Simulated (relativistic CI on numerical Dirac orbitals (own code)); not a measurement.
# Ta⁺ (5d4) in crystal fields: levels and magnetism

How does a crystal field split the 5d4 shell of Ta⁺, and what follows for the ground state and χT? 6 fields tried.

Method: Dirac-Coulomb-Breit CI, KLI orbitals optimised for each configuration, model QED (radiative potential, 1s self-energy scaled to tabulated hydrogen-like ionisation energies), valence Slater integrals scaled by 0.9, one configuration in a parametric crystal field. Code: relativistic CI on numerical Dirac orbitals (own code) version 1.

**1. Starting point**

```
ion            : Ta⁺ (Ta II)
nuclear charge : 73
electrons      : 72
open shell     : 5d4
Slater scale   : 0.9
field 1 (cm⁻¹) : Oh, 10Dq = 9650
field 2 (cm⁻¹) : Td, 10Dq = -9800
field 3 (cm⁻¹) : Oh, 10Dq = 21050
field 4 (cm⁻¹) : Td, 10Dq = -5900
field 5 (cm⁻¹) : D3d, 10Dq = 27700, Dsigma = 360, Dtau = -430
field 6 (cm⁻¹) : Td, 10Dq = -5350
```

Outer shells as boxes (Hund's rule):

[Xe] 4f14 5d4
```
[Xe] core
4f [↑↓][↑↓][↑↓][↑↓][↑↓][↑↓][↑↓]
5d [↑ ][↑ ][↑ ][↑ ][  ]
```

**2. Field 1: Oh, 10Dq = 9650**

The run's settings:

```ini
atom Ta  Z=73  charge=1  electrons=72
nucleus A=181  rms_radius_fm=5.3507
hamiltonian dirac-coulomb  breit=on  qed=on  c_scale=1
orbitals kli  potential=per-configuration
slater_scale 0.9
correlation none
mixing on
configurations
  [Xe] 4f14 5d4
end
crystal_field Oh 10Dq=9650
```

The program writes no log. Results of the run, from its result record (rounded, main fields):

```text
{
  "status": "converged",
  "cf_levels [E_cm, degeneracy, irrep, S_eff, L_eff, J_eff, g_principal]": [
    [0, 1, "A1", 1.729, 2.4, 2.773, "-"],
    [626.3, 3, "T1", 1.847, 2.271, 2.801, "-"],
    [1106.4, 2, "E", 1.929, 2.147, 2.836, "-"],
    [1321.8, 3, "T2", 1.953, 2.104, 2.933, "-"],
    [1569.4, 1, "A2", 1.991, 2.01, 3.001, "-"],
    [4140.7, 1, "A1", 1.342, 3.315, 3.758, "-"],
    [4660, 3, "T1", 1.21, 3.649, 3.982, "-"],
    [4868.7, 3, "T2", 1.025, 4.096, 3.939, "-"],
    [5147.7, 2, "E", 1.081, 3.995, 3.756, "-"],
    [9518.6, 3, "T2", 0.759, 4.119, 4.373, "-"],
    [9834.8, 1, "A1", 1.733, 2.585, 3.413, "-"],
    [9944.5, 2, "E", 1.081, 3.963, 4.395, "-"],
    [10063.2, 3, "T1", 1.829, 2.335, 2.993, "-"],
    [10346, 3, "T2", 1.873, 2.299, 2.707, "-"],
    [10720.8, 3, "T1", 1.761, 2.559, 3.564, "-"],
    [11577.3, 2, "E", 1.382, 3.669, 4.254, "-"],
    [11627.7, 3, "T2", 1.711, 2.799, 4.05, "-"],
    [12386.7, 3, "T1", 1.041, 4.752, 4.793, "-"],
    "... 27 more rows left out ..."
  ],
  "chiT [K, cm3 K/mol]": [[2, 0.00873113], [5, 0.0218278], [10, 0.0436556], [20, 0.0873113], [50, 0.218278], [100, 0.436559], [200, 0.865203], [300, 1.24021]],
  "stabilisation [cm-1]": -4707.66,
  "radial 5d4 [Ha, bohr]": {"<r^-3>(5d)": 5.5526, "<r^1>(5d)": 2.1862, "<r^2>(5d)": 5.761, "<r^4>(5d)": 65.518, "F2(5d,5d)": 0.20811, "F4(5d,5d)": 0.13425, "zeta(5d)": 0.0058874},
  "n_levels_all": 91
}
```

Wall time 0.28 s (1 thread, shared host).

**3. Field 2: Td, 10Dq = -9800**

Changes to the settings of step 2:

```diff
@@ -10,2 +10,2 @@
 end
-crystal_field Oh 10Dq=9650
+crystal_field Td 10Dq=-9800
```

Main fields:

```text
{
  "status": "converged",
  "cf_levels [E_cm, degeneracy, irrep, S_eff, L_eff, J_eff, g_principal]": [
    [0, 1, "A1", 0.9359, 3.719, 3.673, "-"],
    [2111, 3, "T1", 1.83, 2.261, 2.359, "-"],
    [2623.8, 1, "A1", 1.546, 3.137, 3.032, "-"],
    [2697, 3, "T2", 1.914, 2.16, 2.463, "-"],
    [3602.4, 2, "E", 1.92, 2.161, 3.177, "-"],
    [3864.3, 3, "T1", 1.958, 2.098, 3.231, "-"],
    [4536.4, 3, "T2", 1.951, 2.112, 3.735, "-"],
    [6259.2, 2, "E", 1.051, 3.831, 3.691, "-"],
    [6511.6, 3, "T1", 1.231, 3.56, 3.467, "-"],
    [6808.9, 3, "T2", 1.116, 3.758, 3.872, "-"],
    [7296.1, 1, "A1", 1.059, 3.847, 3.618, "-"],
    [7950.7, 1, "A2", 1.004, 3.9, 3.738, "-"],
    [8780.2, 3, "T1", 0.8022, 4.468, 4.63, "-"],
    [8869.9, 3, "T2", 1.066, 3.905, 4.291, "-"],
    "... 31 more rows left out ..."
  ],
  "chiT [K, cm3 K/mol]": [[2, 0.00127127], [5, 0.00317816], [10, 0.00635633], [20, 0.0127127], [50, 0.0317816], [100, 0.0635633], [200, 0.127127], [300, 0.190791]],
  "stabilisation [cm-1]": -5045.86,
  "n_levels_all": 91
}
```

It took 0.28 s on 1 thread, shared host.

**4. Field 3: Oh, 10Dq = 21050**

Changes to the settings of step 3:

```diff
@@ -10,2 +10,2 @@
 end
-crystal_field Td 10Dq=-9800
+crystal_field Oh 10Dq=21050
```

Main fields:

```text
{
  "status": "converged",
  "cf_levels [E_cm, degeneracy, irrep, S_eff, L_eff, J_eff, g_principal]": [
    [0, 1, "A1", 1.03, 3.619, 4.157, "-"],
    [1002.7, 3, "T1", 1.039, 3.72, 4.105, "-"],
    [2145.7, 2, "E", 1.02, 3.862, 3.761, "-"],
    [2156.2, 3, "T2", 0.9921, 3.927, 3.88, "-"],
    [8161.6, 3, "T2", 0.132, 4.488, 4.511, "-"],
    [8871.9, 2, "E", 0.1562, 4.58, 4.607, "-"],
    [9819.3, 1, "A2", 1.994, 2.008, 3.001, "-"],
    [9887.2, 3, "T2", 1.978, 2.076, 2.973, "-"],
    [9959.7, 2, "E", 1.953, 2.177, 2.967, "-"],
    [9999.1, 3, "T1", 1.968, 2.135, 2.911, "-"],
    [10044.5, 1, "A1", 1.964, 2.151, 2.88, "-"],
    [15927.2, 1, "A1", 0.152, 3.758, 3.828, "-"],
    [20550.2, 3, "T1", 0.9954, 4.399, 4.826, "-"],
    [20588.6, 1, "A1", 0.9993, 3.918, 4.304, "-"],
    "... 31 more rows left out ..."
  ],
  "chiT [K, cm3 K/mol]": [[2, 0.00566657], [5, 0.0141664], [10, 0.0283329], [20, 0.0566657], [50, 0.141664], [100, 0.283328], [200, 0.565653], [300, 0.832888]],
  "stabilisation [cm-1]": -19755.0,
  "n_levels_all": 91
}
```

Wall time 0.28 s (1 thread, shared host).

**5. Field 4: Td, 10Dq = -5900**

Changes to the settings of step 4:

```diff
@@ -10,2 +10,2 @@
 end
-crystal_field Oh 10Dq=21050
+crystal_field Td 10Dq=-5900
```

Main fields:

```text
{
  "status": "converged",
  "cf_levels [E_cm, degeneracy, irrep, S_eff, L_eff, J_eff, g_principal]": [
    [0, 1, "A1", 1.866, 2.094, 1.67, "-"],
    [582.7, 3, "T1", 1.942, 2.029, 1.94, "-"],
    [1034.5, 3, "T2", 1.971, 2.025, 2.307, "-"],
    [1837.4, 2, "E", 1.971, 2.031, 2.934, "-"],
    [2068.2, 3, "T1", 1.978, 2.035, 3.163, "-"],
    [2715.9, 3, "T2", 1.973, 2.046, 3.673, "-"],
    [4984.3, 1, "A1", 0.8924, 3.893, 3.699, "-"],
    [7346.7, 2, "E", 1.543, 3.103, 3.518, "-"],
    [7496.5, 1, "A2", 1.888, 2.255, 3.055, "-"],
    [7535.3, 3, "T1", 1.715, 2.688, 3.525, "-"],
    [7579.5, 3, "T2", 1.903, 2.219, 3.249, "-"],
    [7711.8, 1, "A1", 1.905, 2.118, 3.602, "-"],
    [7873.7, 3, "T1", 1.288, 3.523, 3.627, "-"],
    [8118.3, 2, "E", 1.499, 3.303, 3.621, "-"],
    "... 31 more rows left out ..."
  ],
  "chiT [K, cm3 K/mol]": [[2, 0.00566002], [5, 0.01415], [10, 0.0283001], [20, 0.0566002], [50, 0.141501], [100, 0.28313], [200, 0.567987], [300, 0.829919]],
  "stabilisation [cm-1]": -1646.7,
  "n_levels_all": 91
}
```

Wall time 0.27 s (1 thread, shared host).

**6. Field 5: D3d, 10Dq = 27700, Dsigma = 360, Dtau = -430**

Changes to the settings of step 5:

```diff
@@ -10,2 +10,2 @@
 end
-crystal_field Td 10Dq=-5900
+crystal_field D3d 10Dq=27700 Dsigma=360 Dtau=-430
```

Main fields:

```text
{
  "status": "converged",
  "cf_levels [E_cm, degeneracy, irrep, S_eff, L_eff, J_eff, g_principal]": [
    [0, 1, "A1", 0.9932, 3.707, 4.182, "-"],
    [677.8, 1, "A2", 1.015, 3.754, 4.115, "-"],
    [1019.7, 2, "E", 1.012, 3.78, 4.063, "-"],
    [1671.5, 2, "E", 0.9967, 3.872, 3.85, "-"],
    [3461.7, 2, "E", 0.9904, 3.863, 3.901, "-"],
    [3504.5, 1, "A1", 0.9558, 3.94, 3.954, "-"],
    [6426.9, 1, "A1", 0.189, 4.477, 4.493, "-"],
    [8131, 2, "E", 0.09829, 4.547, 4.559, "-"],
    [10533.4, 2, "E", 0.05817, 4.415, 4.426, "-"],
    [14941.5, 1, "A2", 1.989, 2.034, 2.879, "-"],
    [14945.2, 1, "A1", 1.988, 2.042, 2.859, "-"],
    [15023.8, 2, "E", 1.988, 2.045, 2.901, "-"],
    [15089.9, 2, "E", 1.988, 2.047, 2.938, "-"],
    [15122.2, 1, "A2", 1.988, 2.044, 2.973, "-"],
    "... 31 more rows left out ..."
  ],
  "chiT [K, cm3 K/mol]": [[2, 0.00591505], [5, 0.0147876], [10, 0.0295752], [20, 0.0591505], [50, 0.147876], [100, 0.295734], [200, 0.586123], [300, 0.841138]],
  "stabilisation [cm-1]": -28011.9,
  "n_levels_all": 141
}
```

Wall time 0.22 s (1 thread, shared host).

**7. Field 6: Td, 10Dq = -5350**

Changes to the settings of step 6:

```diff
@@ -10,2 +10,2 @@
 end
-crystal_field D3d 10Dq=27700 Dsigma=360 Dtau=-430
+crystal_field Td 10Dq=-5350
```

Main fields:

```text
{
  "status": "converged",
  "cf_levels [E_cm, degeneracy, irrep, S_eff, L_eff, J_eff, g_principal]": [
    [0, 1, "A1", 1.886, 2.053, 1.548, "-"],
    [555.1, 3, "T1", 1.947, 2.017, 1.884, "-"],
    [1010.6, 3, "T2", 1.974, 2.019, 2.294, "-"],
    [1792.8, 2, "E", 1.974, 2.026, 2.892, "-"],
    [2034, 3, "T1", 1.979, 2.031, 3.153, "-"],
    [2676.4, 3, "T2", 1.974, 2.043, 3.659, "-"],
    [5573.1, 1, "A1", 0.92, 3.837, 3.618, "-"],
    [6987.1, 1, "A2", 1.933, 2.129, 3.021, "-"],
    [7037.3, 2, "E", 1.856, 2.348, 3.419, "-"],
    [7064.9, 3, "T2", 1.937, 2.116, 3.231, "-"],
    [7107.4, 3, "T1", 1.899, 2.221, 3.532, "-"],
    [7220.6, 1, "A1", 1.911, 2.097, 3.628, "-"],
    [8223.5, 3, "T1", 1.07, 3.824, 3.629, "-"],
    [8306.8, 2, "E", 1.126, 3.923, 3.745, "-"],
    "... 31 more rows left out ..."
  ],
  "chiT [K, cm3 K/mol]": [[2, 0.00580953], [5, 0.0145238], [10, 0.0290476], [20, 0.0580953], [50, 0.145238], [100, 0.290663], [200, 0.582226], [300, 0.843947]],
  "stabilisation [cm-1]": -1395.11,
  "n_levels_all": 91
}
```

Wall time 0.28 s (1 thread, shared host).

**8. Comparison of the fields**

| field | ground state | degeneracy | S | J | first gap (cm⁻¹) | stabilisation (cm⁻¹) | χT at 2 K | χT at 300 K |
| --- | --- | --- | --- | --- | --- | --- | --- | --- |
| 1: Oh | A1 | 1 | 1.73 | 2.77 | 626 | -4708 | 0.009 | 1.240 |
| 2: Td | A1 | 1 | 0.94 | 3.67 | 2111 | -5046 | 0.001 | 0.191 |
| 3: Oh | A1 | 1 | 1.03 | 4.16 | 1003 | -19755 | 0.006 | 0.833 |
| 4: Td | A1 | 1 | 1.87 | 1.67 | 583 | -1647 | 0.006 | 0.830 |
| 5: D3d | A1 | 1 | 0.99 | 4.18 | 678 | -28012 | 0.006 | 0.841 |
| 6: Td | A1 | 1 | 1.89 | 1.55 | 555 | -1395 | 0.006 | 0.844 |

χT is in cm³ K/mol; stabilisation counts from the free ion's lowest level; S and J come from the expectation values of their squares.

**9. Results**

| quantity | value |
| --- | --- |
| ground spin (effective S from ⟨S²⟩) | 1: 1.73, 2: 0.94, 3: 1.03, 4: 1.87, 5: 0.99, 6: 1.89 |
| χT at 300 K | 0.19 to 1.24 cm³ K/mol |

**Reading.** The ground spin ranges from 0.94 to 1.89 over these fields. Fields 1, 2, 3, 4, 5, 6 leave a non-degenerate ground state well apart, so χT falls towards zero on cooling. The field is a set of parameters, without covalency or charge transfer.
